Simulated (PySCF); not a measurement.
**Sn2 (triplet) at other levels of theory**

Aim: see what other levels and later steps give for Sn2 (triplet).

The runs use PySCF 2.14.0; method and basis as typed in the scripts.

8 further runs of the same task are left out: 3 for a known fault of the program, 5 that didn't finish.

## 1. The system as given

Sn2 (triplet): 2 atoms, charge 0, spin multiplicity 3.

Bond lengths: Sn1–Sn2 2.700 Å.

## 2. The run that the others are compared with

input.py

```python
from pyscf import gto, scf, mp

mol = gto.M(
    atom='Sn 0 0 0; Sn 0 0 2.7',
    basis='sbkjc',
    ecp={'Sn': 'sbkjc'},
    charge=0,
    spin=2,
    verbose=4,
)
mf = scf.UHF(mol)
mf.kernel()
mp.MP2(mf).kernel()
mf.dip_moment()
print('orbital energies (hartree):', [e[max(0, n-3):n+3].round(4) for e, n in zip(mf.mo_energy, mol.nelec)])
```

Run with:

```bash
OMP_NUM_THREADS=1 python input.py
```

## 3. R2scan (UKS)

Edit 1 changes functional: none (Hartree–Fock) → r2scan; SCF type: UHF → UKS; step after the SCF: mp2 → analyze.

input.py, as its differences from that of step 2:

```diff
@@ -1,2 +1,2 @@
-from pyscf import gto, scf, mp
+from pyscf import gto, dft
 
@@ -10,5 +10,5 @@
 )
-mf = scf.UHF(mol)
+mf = dft.UKS(mol, xc='r2scan')
 mf.kernel()
-mp.MP2(mf).kernel()
+mf.mulliken_pop()
 mf.dip_moment()
```

## 4. O3lyp (UKS)

Edit 2 changes functional: none (Hartree–Fock) → o3lyp; SCF type: UHF → UKS; step after the SCF: mp2 → analyze.

input.py, as its differences from that of step 2:

```diff
@@ -1,2 +1,2 @@
-from pyscf import gto, scf, mp
+from pyscf import gto, dft
 
@@ -10,5 +10,5 @@
 )
-mf = scf.UHF(mol)
+mf = dft.UKS(mol, xc='o3lyp')
 mf.kernel()
-mp.MP2(mf).kernel()
+mf.mulliken_pop()
 mf.dip_moment()
```

## 5. TDA

Edit 3 changes step after the SCF: mp2 → tda; number of roots: none → 3.

input.py, as its differences from that of step 2:

```diff
@@ -1,2 +1,2 @@
-from pyscf import gto, scf, mp
+from pyscf import gto, scf, tdscf
 
@@ -12,3 +12,6 @@
 mf.kernel()
-mp.MP2(mf).kernel()
+td = tdscf.TDA(mf)
+td.nstates = 3
+td.kernel()
+td.analyze(verbose=3)
 mf.dip_moment()
```

## 6. Bp86 (UKS)

Edit 4 changes functional: none (Hartree–Fock) → bp86; SCF type: UHF → UKS; step after the SCF: mp2 → analyze.

input.py, as its differences from that of step 2:

```diff
@@ -1,2 +1,2 @@
-from pyscf import gto, scf, mp
+from pyscf import gto, dft
 
@@ -10,5 +10,5 @@
 )
-mf = scf.UHF(mol)
+mf = dft.UKS(mol, xc='bp86')
 mf.kernel()
-mp.MP2(mf).kernel()
+mf.mulliken_pop()
 mf.dip_moment()
```

Before running it: what results should come out? Wanted: for each run, E(SCF); from base; gap, α spin; after the SCF.

**Answer**, as computed:

| run | E(SCF) (hartree) | from base (eV) | cycles | gap, α spin (eV) | after the SCF |
| --- | --- | --- | --- | --- | --- |
| base | -6.553042 | 0 | 7 | 6.77 | MP2 correlation -1.347 eV |
| r2scan (UKS) | -6.793167 | not comparable | 6 | 1.88 | n/a |
| o3lyp (UKS) | -6.795701 | not comparable | 6 | 2.39 | n/a |
| TDA | -6.553042 | 0.0000 | 7 | 6.77 | lowest root found 0.40 eV |
| bp86 (UKS) | -6.839979 | not comparable | 6 | 1.74 | n/a |

The α-spin gap between the frontier levels is 1.7 eV with bp86 (0 % exact exchange) and 2.4 eV with o3lyp (12 %). Total energies of different functionals can't be compared with each other; differences within one functional can.
